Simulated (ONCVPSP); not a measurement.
# Pseudopotential generation for gallium: ONCV, PBEsol

Task: generate the file, and judge it by its errors in other configurations, its logarithmic derivatives, its ghosts and its cutoff.

Method: ONCVPSP 4.0.1.1 (patched build), PBEsol, scalar-relativistic.

### 1 The design

The settings as typed:

```
element                 : gallium (Ga, Z = 31)
type                    : optimised norm-conserving Vanderbilt (ONCV)
frozen core             : [Ar]
valence charge          : 13
reference configuration : 3d10 4s2 4p1
partial waves           : 4s: rc 1.45 bohr, ncon 3, nbas 6, qcut 3.9 1/bohr, 2 projectors, debl 2.1 Ha; 4p: rc 2.85 bohr, ncon 5, nbas 9, qcut 3 1/bohr, 3 projectors, debl 2.1 Ha; 3d: rc 1.20 bohr, ncon 3, nbas 8, qcut 15.2 1/bohr, 2 projectors, debl 1 Ha
local potential         : polynomial inside 0.95 bohr (lpopt 5, dvloc0 0 Ha)
core correction         : not asked for
```

The outer shells as boxes (Hund's rule for the drawing; the calculation is spin-unpolarised):

```
[Ar] core
3d [↑↓][↑↓][↑↓][↑↓][↑↓]
4s [↑↓]
4p [↑ ][  ][  ]
```

### 2 The generation run

Input file Ga.dat:

```
# ATOM AND REFERENCE CONFIGURATION
# atsym  z   nc   nv     iexc    psfile
  Ga 31.00    5    3  -116133      upf
#
#   n    l    f
    1    0    2.00
    2    0    2.00
    2    1    6.00
    3    0    2.00
    3    1    6.00
    3    2   10.00
    4    0    2.00
    4    1    1.00
#
# PSEUDOPOTENTIAL AND OPTIMIZATION
# lmax
    2
#
#   l,   rc,      ep,       ncon, nbas, qcut
    0    1.45    0.00    3    6    3.90
    1    2.85    0.00    5    9    3.00
    2    1.20    0.00    3    8   15.20
#
# LOCAL POTENTIAL
# lloc, lpopt,  rc(5),   dvloc0
    4    5    0.95    0.00
#
# VANDERBILT-KLEINMAN-BYLANDER PROJECTORs
# l, nproj, debl
    0    2    2.10
    1    3    2.10
    2    2    1.00
#
# MODEL CORE CHARGE
# icmod, fcfact, rcfact
    0    0.00    0.00
#
# LOG DERIVATIVE ANALYSIS
# epsh1, epsh2, depsh
   -2.00    5.00    0.02
#
# OUTPUT GRID
# rlmax, drl
    6.00    0.01
#
# TEST CONFIGURATIONS
# ncnf
    4
# nvcnf
#   n    l    f
    3
    3    2   10.00
    4    0    2.00
    4    1    0.00
#
    3
    3    2   10.00
    4    0    1.00
    4    1    0.00
#
    3
    3    2   10.00
    4    0    0.00
    4    1    0.00
#
    3
    3    2    9.00
    4    0    2.00
    4    1    1.00
#
```

Run with:

```sh
oncvpsp.x < Ga.dat > Ga.out
```

Q: Predict the outcome of this session. Wanted: cutoffs for 1 and 0.1 mHa per electron, occupied waves; bound ghosts; GHOST(+) flags; configuration tests; largest phase difference near zero energy, channels read.

The runs gave:

```
                                                quantity                                                                     value
  cutoffs for 1 and 0.1 mHa per electron, occupied waves                                                           82 Ha and 92 Ha
                                            bound ghosts  none below the valence levels; a pole at negative energy in s is suspect
                                          GHOST(+) flags                                                   s at -6 eV, p at 177 eV
                                     configuration tests                                               no usable energy difference
largest phase difference near zero energy, channels read                                                                 3.138 rad
```

**Reading.** Of the tests 4 gave no usable energy difference, which is a warning in itself. By its cutoff, 82 Ha for the looser tolerance, it is very hard. At the looser tolerance the 3d wave is the slowest; 4s needs 7 Ha. The ghost test, which looks below the valence levels, finds nothing, but the pseudo curve has an extra pole at negative energy (s at -0.21 Ha): a spurious bound state among the atom's levels is likely, and the file can't be cleared. Of the channels read, s scatters worst near zero energy, by up to 3.14 rad. A step near π is an extra or missing state, not a misfit of shape. The pseudo curves have a pole with no partner nearby in the atom's: s at -0.21 Ha. The program also flags highly localised states, GHOST(+) (s, p). All of this concerns the isolated atom, not yet a solid.
